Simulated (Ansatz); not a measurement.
# Zn12S11F (Wurtzite-4H): the cost of one run

Computed with Ansatz 0.2.0 (DFT, PBE, plane-wave PAW, default files, scalar-relativistic, as far as a step names no other, unless a step's input says otherwise).

## (1) The starting structure

It takes space group P1 (No. 1, triclinic). Conventional cell: a = 6.621 Å, b = 6.621 Å, c = 12.520 Å, α = 90.00°, β = 90.00°, γ = 120.00°. Around Zn (site symmetry 1) lie 4 S at 2.34 to 2.35 Å. Around Zn (site symmetry 1) lie 3 S at 2.34 to 2.35 Å and 1 F at 2.42 Å. Zn (site symmetry 1) has 3 S at 2.34 to 2.35 Å and 1 F at 2.37 Å as nearest neighbours. Zn (site symmetry 1) is surrounded by 1 F at 2.23 Å and 3 S at 2.34 to 2.35 Å. Zn (site symmetry 1) is surrounded by 3 S at 2.34 Å and 1 F at 2.35 Å. Only part of the 24 independent sites is listed.

Structure file:

```
CELL_PARAMETERS angstrom
5.73405 3.31056 0.00000
-5.73405 3.31056 0.00000
0.00000 0.00000 12.52000
ATOMIC_POSITIONS crystal
Zn 0.00000 0.00000 0.00000
Zn 0.33333 0.66667 0.00000
Zn 0.66667 0.33333 0.00000
Zn 0.00000 0.00000 0.50000
Zn 0.33333 0.66667 0.50000
Zn 0.66667 0.33333 0.50000
Zn 0.33333 0.33333 0.25000
Zn 0.66667 0.00000 0.25000
Zn 0.00000 0.66667 0.25000
Zn 0.33333 0.00000 0.75000
Zn 0.66667 0.66667 0.75000
Zn 0.00000 0.33333 0.75000
S 0.00000 0.00000 0.18750
S 0.33333 0.66667 0.18750
S 0.66667 0.33333 0.18750
S 0.00000 0.00000 0.68750
S 0.33333 0.66667 0.68750
S 0.66667 0.33333 0.68750
F 0.35355 0.33875 0.43750
S 0.66667 0.00000 0.43750
S 0.00000 0.66667 0.43750
S 0.33333 0.00000 0.93750
S 0.66667 0.66667 0.93750
S 0.00000 0.33333 0.93750
```

Atom 19 of the input is the impurity.

## (2) Relaxing the atoms in the given cell

input.yaml reads:

```yaml
crystal:
  lattice:
    - [5.73405, 3.310555311, 0.0]
    - [-5.73405, 3.310555311, 0.0]
    - [0.0, 0.0, 12.52]
  atoms:
    - { symbol: Zn, position: [0.0, 0.0, 0.0] }
    - { symbol: Zn, position: [0.3333333333, 0.6666666667, 0.0] }
    - { symbol: Zn, position: [0.6666666667, 0.3333333333, 0.0] }
    - { symbol: Zn, position: [0.0, 0.0, 0.5] }
    - { symbol: Zn, position: [0.3333333333, 0.6666666667, 0.5] }
    - { symbol: Zn, position: [0.6666666667, 0.3333333333, 0.5] }
    - { symbol: Zn, position: [0.3333333333, 0.3333333334, 0.25] }
    - { symbol: Zn, position: [0.6666666667, 0.0, 0.25] }
    - { symbol: Zn, position: [0.0, 0.6666666667, 0.25] }
    - { symbol: Zn, position: [0.3333333333, 1.0, 0.75] }
    - { symbol: Zn, position: [0.6666666667, 0.6666666666, 0.75] }
    - { symbol: Zn, position: [0.0, 0.3333333333, 0.75] }
    - { symbol: S, position: [0.0, 0.0, 0.1875] }
    - { symbol: S, position: [0.3333333333, 0.6666666667, 0.1875] }
    - { symbol: S, position: [0.6666666667, 0.3333333333, 0.1875] }
    - { symbol: S, position: [0.0, 0.0, 0.6875] }
    - { symbol: S, position: [0.3333333333, 0.6666666667, 0.6875] }
    - { symbol: S, position: [0.6666666667, 0.3333333333, 0.6875] }
    - { symbol: F, position: [0.3535478587, 0.3387497991, 0.4375], spin: 1.0 }
    - { symbol: S, position: [0.6666666667, 0.0, 0.4375] }
    - { symbol: S, position: [0.0, 0.6666666667, 0.4375] }
    - { symbol: S, position: [0.3333333333, 1.0, 0.9375] }
    - { symbol: S, position: [0.6666666667, 0.6666666666, 0.9375] }
    - { symbol: S, position: [0.0, 0.3333333333, 0.9375] }
magnetization:
  spin_polarized: true
kpoints:
  mp_grid: { grid: [3, 3, 2] }
scf:
  occupations: { method: fermi_dirac, width: 0.01 }
hamiltonian:
  xc: pbe
  pseudopotentials: { kind: paw }
output:
  forces: true
  stress: true
  populations: true
  efg:
    quadrupole_moments_barn: { Zn: 0.122, S: -0.0694 }
    contact_densities: true
relax:
  f_tol: 0.03
  max_steps: 40
```

Command:

```console
ansatz run input.yaml --threads 4 --pin off --max-ram 8192MiB --backend cpu --events-out ev --progress --plain --runs-dir out
```

What time and memory should one allow on 4 threads of Intel Xeon 6975P-C (Granite Rapids), shared host?

About 2.8 min, with a peak of 2.4 GiB.
